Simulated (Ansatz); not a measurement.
# BClH₃NO: up Jacob's ladder to CCSD(T)

The task here is to estimate one member of a computed series from the others.

Program: Ansatz 0.2.0, Gaussian basis. Level of theory: functionals in def2-TZVPP, the program's frozen cores in correlated methods. These are calculated values, not measurements.

Plan: LDA (SPW92), PBE-D4, revPBE-D4, BLYP-D4, r2SCAN-D4, B97M-V, PBE0-D4, B3LYP-D4, r2SCANh-D4, r2SCAN0-D4, HSE06-D4, BHLYP-D4, CAM-B3LYP-D4, LC-ωPBE, ωB97X-V, ωB97M-V, B2PLYP, PBE-QIDH; CCSD(T)/def2-SVP; CCSD(T)/def2-TZVPP; MP2/def2-QZVPP; extrapolation to the limit; RPA on PBE.

### Structure used throughout

An earlier PBE0-D4 in a triple-zeta def2 set relaxation fixed the geometry.

7 atoms, charge 0, spin multiplicity 1.

Atoms are counted from 1 here; the program's logs count them from 0.

Bond lengths: N1–B2 1.393 Å, N1–H5 1.002 Å, N1–H6 1.005 Å, B2–O3 1.360 Å, B2–Cl4 1.788 Å, O3–H7 0.959 Å. Angles: B2–N1–H5 122.9°, B2–N1–H6 121.7°, H5–N1–H6 115.4°, N1–B2–O3 120.7°, N1–B2–Cl4 119.3°, O3–B2–Cl4 120.0°, B2–O3–H7 113.0°.

Set-up of the first run:

Contents of in.yaml:

```yaml
crystal:
  periodic: [false, false, false]
  atoms:
    - {symbol: N, position_ang: [-0.520071, 0.976202, -0.014398]}
    - {symbol: B, position_ang: [0.060936, -0.288149, -0.083322]}
    - {symbol: O, position_ang: [1.096955, -0.622560, 0.732371]}
    - {symbol: Cl, position_ang: [-0.570041, -1.477072, -1.260417]}
    - {symbol: H, position_ang: [-1.284223, 1.257259, -0.599127]}
    - {symbol: H, position_ang: [-0.194348, 1.671720, 0.633394]}
    - {symbol: H, position_ang: [1.410792, -1.517411, 0.591488]}
basis:
  gaussian: {orbitals: def2-TZVPP}
hamiltonian: {xc: lda}
output: {orbitals: {seedname: orbitals}}
```

Among the steps run: LDA; PBE-D4 (GGA); revPBE-D4 (GGA); BLYP-D4 (GGA); r2SCAN-D4 (meta-GGA); B97M-V (meta-GGA); PBE0-D4 (hybrid); B3LYP-D4 (hybrid); r2SCANh-D4 (hybrid); r2SCAN0-D4 (hybrid); HSE06-D4 (hybrid); BHLYP-D4 (hybrid); CAM-B3LYP-D4 (range-separated); LC-ωPBE-D4 (range-separated; the results give it without D4); ωB97X-V (range-separated); ωB97M-V (range-separated); B2PLYP (double hybrid); PBE-QIDH (double hybrid).

One table of the session follows, with a row left open; its other results are not shown here.

It belongs to the step «Frontier levels by functional». 

```
  functional  HOMO (eV)  LUMO (eV)  gap (eV)
 LDA (SPW92)      -6.80      -0.16      6.64
      PBE-D4      -6.62      -0.03      6.59
   revPBE-D4      -6.55       0.04      6.59
     BLYP-D4      -6.49      -0.09      6.40
   r2SCAN-D4      -6.94       0.73      7.67
      B97M-V      -7.00       0.21      7.21
     PBE0-D4      -8.09       0.79      8.88
    B3LYP-D4          ?          ?         ?
  r2SCANh-D4      -7.49       0.95      8.44
  r2SCAN0-D4      -8.31       1.27      9.59
    HSE06-D4      -7.68       0.43      8.10
    BHLYP-D4      -9.45       1.34     10.79
CAM-B3LYP-D4      -9.53       1.49     11.02
     LC-ωPBE     -10.97       2.84     13.81
     ωB97X-V     -10.56       2.61     13.17
     ωB97M-V     -10.45       2.13     12.58
```

Q: Estimate the row for B3LYP-D4 from the others.

Worked estimate for «HOMO (eV)». Against the share of exact exchange, BLYP-D4 (0, -6.49), BHLYP-D4 (0.5, -9.45) give a slope of -5.92 per unit share; at 0.2 the line stands at -7.67.

**Answer.** HOMO (eV): -7.83; LUMO (eV): 0.41; gap (eV): 8.24. In «HOMO (eV)» the line misses by +0.16.
